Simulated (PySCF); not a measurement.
# OsF₆−: ligand-field states, part 2 of 2

PySCF 2.14.0. Atoms count from 0. The steps go on from the part before.

## Step 6: Ligand-field states: state-averaged CASSCF (axial bond length × 1.1) in water

What the job is given:

```
{"job": {"kind": "lf", "basis": {"metal": "x2c-TZVPall", "ligand": "x2c-SVPall"}, "nevpt": true, "solvent": "water", "reuse": true}, "charge": -1, "metal": "Os", "open_shell": "d3"}
Os     0.000000     0.000000     0.000000
F      0.000000     0.000000     2.062500
F      0.000000     0.000000    -2.062500
F      1.875000     0.000000     0.000000
F     -1.875000     0.000000     0.000000
F      0.000000     1.875000     0.000000
F     -0.000000    -1.875000     0.000000
```

Method: state-averaged CASSCF of the metal d shell, SC-NEVPT2 on the averaged canonical orbitals, state-interaction spin-orbit coupling.

Standard output:

```text
basis functions 165, electrons 131, active (3e, 5o)
start from the orbitals of the previous structure
stage 1: DIIS on the effective Fock matrix, level shift 0.30
cycle   1  E = -17848.7331786396  dE = -1.785e+04  max|g| = 1.557e+01
cycle   2  E = -17849.0796921722  dE = -3.465e-01  max|g| = 1.753e-01
cycle   3  E = -17849.0920601416  dE = -1.237e-02  max|g| = 4.095e-02
cycle   4  E = -17849.0930947136  dE = -1.035e-03  max|g| = 1.800e-02
cycle   5  E = -17849.0934960232  dE = -4.013e-04  max|g| = 5.513e-03
cycle   6  E = -17849.0935532089  dE = -5.719e-05  max|g| = 3.075e-03
cycle   7  E = -17849.0935685058  dE = -1.530e-05  max|g| = 1.733e-03
cycle   8  E = -17849.0935717893  dE = -3.283e-06  max|g| = 8.861e-04
cycle   9  E = -17849.0935727504  dE = -9.611e-07  max|g| = 4.735e-04
cycle  10  E = -17849.0935730773  dE = -3.269e-07  max|g| = 2.409e-04
cycle  11  E = -17849.0935731341  dE = -5.685e-08  max|g| = 1.181e-04
cycle  12  E = -17849.0935731494  dE = -1.525e-08  max|g| = 5.566e-05
cycle  13  E = -17849.0935731526  dE = -3.263e-09  max|g| = 2.551e-05
cycle  14  E = -17849.0935731537  dE = -1.084e-09  max|g| = 1.562e-05
cycle  15  E = -17849.0935731542  dE = -4.693e-10  max|g| = 1.059e-05
cycle  16  E = -17849.0935731543  dE = -1.091e-10  max|g| = 8.558e-06
converged average energy = -17849.0935731543

 mult deg   label        CASSCF/cm-1   NEVPT2/cm-1
   4   1   4B1g                0.0           0.0
   2   2   2Eg             13393.5       11173.2
   2   1   2B1g            13675.7       12257.0
   2   1   2A1g            13680.7       12269.9
   2   1   2A2g            15039.9       12814.4
   2   1   2B2g            22990.0       19855.5
   2   2   2Eg             23510.4       20947.7
   4   2   4Eg             31703.9       33475.2
   4   1   4A2g            34781.4       34291.2
   2   1   2A2g            44775.4       43174.9
   4   1   4B2g            41846.1       43186.5
   2   2   2Eg             43362.1       43203.3
   2   1   2A1g            44193.2       44868.1
   2   1   2B1g            46955.4       45111.6
   2   2   2Eg             45665.9       45241.0
   2   1   2B2g            47839.4       45969.8
   4   2   4Eg             51714.6       51479.3
   2   1   2A1g            53730.9       53132.8
   2   1   2B2g            55854.2       54212.2
   2   1   2A2g            56029.3       55146.1
   2   1   2A1g            65742.8       59684.5
   2   2   2Eg             61349.1       59792.2
   2   1   2B1g            65192.6       61473.8
   2   2   2Eg             66102.6       63203.3
   2   1   2B1g            80658.1       75387.4
   2   1   2B2g            76886.9       76401.8
   4   2   4Eg             74051.3       76691.0
   4   1   4A2g            76877.9       80127.4
   2   2   2Eg             81230.2       80672.9
   2   2   2Eg             86125.4       86237.9
   2   2   2Eg             89116.8       86715.1
   2   1   2A2g            86313.1       88320.0
   2   1   2A2g            91367.1       90641.0
   2   2   2Eg            109317.4      104652.9
   2   1   2B2g           120870.8      114690.7
   2   1   2B1g           119021.5      119093.0
   2   1   2A1g           131405.9      132212.0

spin-orbit levels / cm-1
      0.00  x2  4B1g 0.90 2B2g 0.03
    134.41  x2  4B1g 0.92 2Eg 0.04
   9644.79  x2  2Eg 0.76 2B1g 0.08 2B2g 0.06
  11599.60  x2  2A1g 0.56 2A2g 0.20 2Eg 0.10
  12614.33  x2  2B1g 0.82 2Eg 0.13
  13063.21  x2  2A2g 0.51 2Eg 0.30 2A1g 0.09
  13408.17  x2  2Eg 0.52 2A1g 0.24 2A2g 0.17
  21627.37  x2  2B2g 0.66 2Eg 0.23
  22939.01  x2  2Eg 0.73 2A2g 0.09 2A1g 0.06
  24523.56  x2  2Eg 0.68 2B2g 0.16 2B1g 0.05
  32974.43  x2  4Eg 0.88 4A2g 0.04
  33311.66  x2  4A2g 0.51 4Eg 0.42
  33517.63  x2  4Eg 0.70 4A2g 0.19 2B2g 0.03
  36160.83  x2  4Eg 0.81 4A2g 0.05 2A2g 0.05
  36924.61  x2  4A2g 0.64 4Eg 0.22 2Eg 0.06
  38593.80  x2  4Eg 0.55 4A2g 0.37
  42665.63  x2  2A2g 0.39 2Eg 0.33 4Eg 0.10
  43157.04  x2  2Eg 0.35 4B2g 0.27 2B1g 0.16
  43568.89  x2  4B2g 0.53 2Eg 0.23 2Eg 0.10
  44188.98  x2  4B2g 0.85 4Eg 0.05 2Eg 0.04
  46993.53  x2  2Eg 0.46 2A2g 0.34 2A1g 0.06
  47261.72  x2  2Eg 0.60 2Eg 0.26 2B1g 0.05
  47337.94  x2  2A1g 0.68 2A2g 0.16 4Eg 0.07
  48191.70  x2  2Eg 0.80 2Eg 0.07 4B2g 0.04
  48203.82  x2  2B2g 0.67 2B1g 0.10 2Eg 0.10
  48361.35  x2  2B1g 0.62 2B2g 0.20 2Eg 0.05
  50890.10  x2  4Eg 0.73 2A1g 0.08 2A2g 0.06
  52188.76  x2  4Eg 0.64 2A2g 0.10 2A1g 0.06
  52831.53  x2  4Eg 0.54 2B2g 0.33 2Eg 0.04
  54660.95  x2  4Eg 0.84 4B2g 0.07 2B2g 0.04
```

It took 13 s on 1 thread of Intel Xeon 6975P-C, shared host; peak memory 0.49 GiB.

Warnings kept with the result: strongly covalent, metal-shell active space is small for this complex.

From this job:

```csv
quantity,value
spin-orbit constant ζ,3672 cm⁻¹
```

Powder susceptibility:

```csv
T (K),χT (cm³ K/mol),μ(eff)
2,0.806,2.54
20,0.907,2.69
100,1.222,3.12
300,1.347,3.28
```

## Step 7: Ligand-field states: state-averaged CASSCF (axial bond length × 1.2) in water

Settings changed since step 6:

```diff
@@ -2,4 +2,4 @@
 Os     0.000000     0.000000     0.000000
-F      0.000000     0.000000     2.062500
-F      0.000000     0.000000    -2.062500
+F      0.000000     0.000000     2.250000
+F      0.000000     0.000000    -2.250000
 F      1.875000     0.000000     0.000000
```

With the program's defaults for keys left out, this is: state-averaged CASSCF of the metal d shell, SC-NEVPT2 on the averaged canonical orbitals, state-interaction spin-orbit coupling.

Standard output:

```text
basis functions 165, electrons 131, active (3e, 5o)
start from the orbitals of the previous structure
stage 1: DIIS on the effective Fock matrix, level shift 0.30
cycle   1  E = -17848.3281532597  dE = -1.785e+04  max|g| = 2.415e+01
cycle   2  E = -17849.0203474340  dE = -6.922e-01  max|g| = 2.742e-01
cycle   3  E = -17849.0477724069  dE = -2.742e-02  max|g| = 7.279e-02
cycle   4  E = -17849.0501401719  dE = -2.368e-03  max|g| = 3.589e-02
cycle   5  E = -17849.0517119278  dE = -1.572e-03  max|g| = 1.381e-02
cycle   6  E = -17849.0519536854  dE = -2.418e-04  max|g| = 8.039e-03
cycle   7  E = -17849.0520093104  dE = -5.563e-05  max|g| = 4.835e-03
cycle   8  E = -17849.0520480051  dE = -3.869e-05  max|g| = 2.853e-03
cycle   9  E = -17849.0520534142  dE = -5.409e-06  max|g| = 1.527e-03
cycle  10  E = -17849.0520553827  dE = -1.968e-06  max|g| = 7.911e-04
...
cycle  32  E = -17849.0520560258  dE = -7.894e-10  max|g| = 3.059e-05
cycle  33  E = -17849.0520560262  dE = -3.747e-10  max|g| = 2.656e-05
cycle  34  E = -17849.0520560263  dE = -1.528e-10  max|g| = 2.472e-05
cycle  35  E = -17849.0520560264  dE = -8.004e-11  max|g| = 2.367e-05
cycle  36  E = -17849.0520560265  dE = -6.185e-11  max|g| = 2.258e-05
cycle  37  E = -17849.0520560267  dE = -1.965e-10  max|g| = 1.923e-05
cycle  38  E = -17849.0520560268  dE = -1.091e-10  max|g| = 1.697e-05
cycle  39  E = -17849.0520560268  dE = -4.729e-11  max|g| = 1.607e-05
cycle  40  E = -17849.0520560269  dE = -6.185e-11  max|g| = 1.423e-05
stage 2: quasi-Newton rotations from the point of smallest gradient
cycle  42  E = -17849.0520560271  dE = -2.219e-10  max|g| = 5.413e-06
converged average energy = -17849.0520560271

 mult deg   label        CASSCF/cm-1   NEVPT2/cm-1
   4   1   4B1g                0.0           0.0
   2   2   2Eg             12175.8        9548.8
   2   1   2A1g            13564.3       12180.2
   2   1   2B1g            13568.9       12181.1
   2   1   2A2g            15280.9       12839.2
   2   1   2B2g            22775.3       19754.9
   2   2   2Eg             24051.8       22227.3
   4   1   4A2g            24065.8       23818.0
   4   2   4Eg             23477.8       25421.1
   2   1   2A2g            34683.9       33033.2
   2   2   2Eg             34715.3       34679.6
   2   1   2B1g            37692.3       35238.2
   2   1   2B2g            38024.2       35828.2
   2   2   2Eg             37571.8       37050.6
   2   1   2A1g            36615.1       37373.6
   4   1   4B2g            41990.5       43193.0
   2   1   2A1g            49313.3       47554.3
   4   2   4Eg             52869.2       53326.8
   2   1   2B2g            55426.6       54127.5
   2   1   2A2g            55860.7       55042.5
   2   1   2A1g            61099.0       56153.4
   2   1   2B2g            61499.7       60736.8
   2   2   2Eg             62432.3       61473.5
   2   1   2B1g            65195.1       61715.0
   2   2   2Eg             66249.3       63532.6
   2   2   2Eg             67651.8       65011.5
   4   2   4Eg             66156.0       68531.7
   4   1   4A2g            70392.6       73932.5
   2   2   2Eg             79318.4       77887.5
   2   2   2Eg             77610.2       77945.5
   2   1   2B1g            82430.7       78434.3
   2   1   2A2g            79421.7       81742.1
   2   1   2A2g            83592.8       83386.6
   2   1   2B1g           103894.2      103201.1
   2   2   2Eg            109675.5      105899.7
   2   1   2B2g           123505.2      117968.9
   2   1   2A1g           124547.0      125440.4

spin-orbit levels / cm-1
      0.00  x2  4B1g 0.87 2Eg 0.04 2B2g 0.04
    256.42  x2  4B1g 0.91 2Eg 0.03
   8073.69  x2  2Eg 0.79 4B1g 0.07 4A2g 0.04
  10925.51  x2  2Eg 0.40 2A1g 0.37 2A2g 0.12
  12480.99  x2  2B1g 0.85 2Eg 0.06
  13048.25  x2  2Eg 0.51 2A1g 0.26 2Eg 0.10
  13261.76  x2  2A2g 0.69 2A1g 0.24
  21081.38  x2  2B2g 0.58 4Eg 0.20 2Eg 0.09
  22849.51  x2  2Eg 0.43 4A2g 0.33 4Eg 0.06
  23648.92  x2  4A2g 0.38 4Eg 0.27 2Eg 0.23
  24835.42  x2  4A2g 0.39 2Eg 0.34 4Eg 0.18
  25490.75  x2  4Eg 0.71 2Eg 0.11 2B2g 0.08
  26985.07  x2  2Eg 0.45 4Eg 0.23 2B2g 0.17
  28178.18  x2  4Eg 0.75 2A2g 0.09 2Eg 0.05
  28194.92  x2  4A2g 0.39 4Eg 0.39 2Eg 0.06
  30503.08  x2  4Eg 0.68 4A2g 0.18 2A1g 0.05
  33960.23  x2  2A2g 0.51 2Eg 0.20 4Eg 0.17
  34669.15  x2  2Eg 0.53 2B1g 0.13 2B2g 0.12
  38239.64  x2  2B1g 0.60 2B2g 0.26 4Eg 0.05
  38347.79  x2  2Eg 0.58 2A2g 0.31 2Eg 0.04
  38682.20  x2  2B2g 0.55 2Eg 0.23 2B1g 0.16
  39522.20  x2  2Eg 0.79 2Eg 0.13
  39838.96  x2  2Eg 0.78 2Eg 0.11 2A1g 0.03
  40456.23  x2  2A1g 0.83 2Eg 0.06
  44182.60  x2  4B2g 0.84 4Eg 0.07 2B1g 0.03
  44667.87  x2  4B2g 0.89 4Eg 0.04
  49893.76  x2  2A1g 0.69 4Eg 0.15 2A1g 0.04
  52858.68  x2  4Eg 0.61 2A2g 0.16 2A1g 0.12
  53388.44  x2  2B2g 0.57 4Eg 0.31 2Eg 0.04
  53784.03  x2  4Eg 0.48 2A2g 0.19 2A1g 0.14
```

It took 23 s on 1 thread of Intel Xeon 6975P-C, shared host; peak memory 0.49 GiB.

Warnings kept with the result: strongly covalent, metal-shell active space is small for this complex.

From this job:

```csv
quantity,value
spin-orbit constant ζ,3614 cm⁻¹
```

Powder susceptibility:

```csv
T (K),χT (cm³ K/mol),μ(eff)
2,0.715,2.39
20,0.765,2.47
100,0.974,2.79
300,1.197,3.09
```

## Step 8: Ligand field across the series

From the NEVPT2 states (cm⁻¹; the spread is that of the fitted one-electron ligand-field levels):

```csv
step,setting,ground state,next state,orbital spread,Racah B,ζ,"μ(eff), 300 K"
2,as given,4A2g,2Eg at 12169,42429,597,3723,3.38
3,axial bond length × 0.9,4B1g,2Eg at 8431,59725,602,3698,3.11
4,axial bond length × 0.95,4B1g,2Eg at 11508,50714,626,3730,3.37
5,axial bond length × 1.05,4B1g,2Eg at 12072,44274,617,3701,3.35
6,axial bond length × 1.1,4B1g,2Eg at 11173,45850,631,3672,3.28
7,axial bond length × 1.2,4B1g,2Eg at 9549,47973,642,3614,3.09
```

## Step 9: Summary of results

This closing draws on all 2 parts.

| quantity | value |
| --- | --- |
| spin-orbit constant ζ (step 2, state-averaged CASSCF in water) | 3723 cm⁻¹ |
| ground multiplicity, μ(eff) at 300 K (step 2, 6 donors at 1.88 Å) | 4, 3.38 μB |
| ground multiplicity, μ(eff) at 300 K (step 3, 6 donors at 1.69 to 1.88 Å) | 4, 3.11 μB |
| ground multiplicity, μ(eff) at 300 K (step 4, 6 donors at 1.78 to 1.88 Å) | 4, 3.37 μB |
| ground multiplicity, μ(eff) at 300 K (step 5, 6 donors at 1.88 to 1.97 Å) | 4, 3.35 μB |
| ground multiplicity, μ(eff) at 300 K (step 6, 6 donors at 1.88 to 2.06 Å) | 4, 3.28 μB |
| ground multiplicity, μ(eff) at 300 K (step 7, 6 donors at 1.88 to 2.25 Å) | 4, 3.09 μB |

In step 2, χT goes from 1.42 at 2 K to 1.43 cm³ K/mol at 300 K: nearly flat, so one level governs the whole range. The spread of the ligand-field levels runs from 42429 cm⁻¹ (as given) to 59725 cm⁻¹ (axial bond length × 0.9); μ(eff) at 300 K: 3.09 to 3.38 μB. The bonding is strongly covalent, and an active space of the metal's shell alone is small for it, so these values are rough.
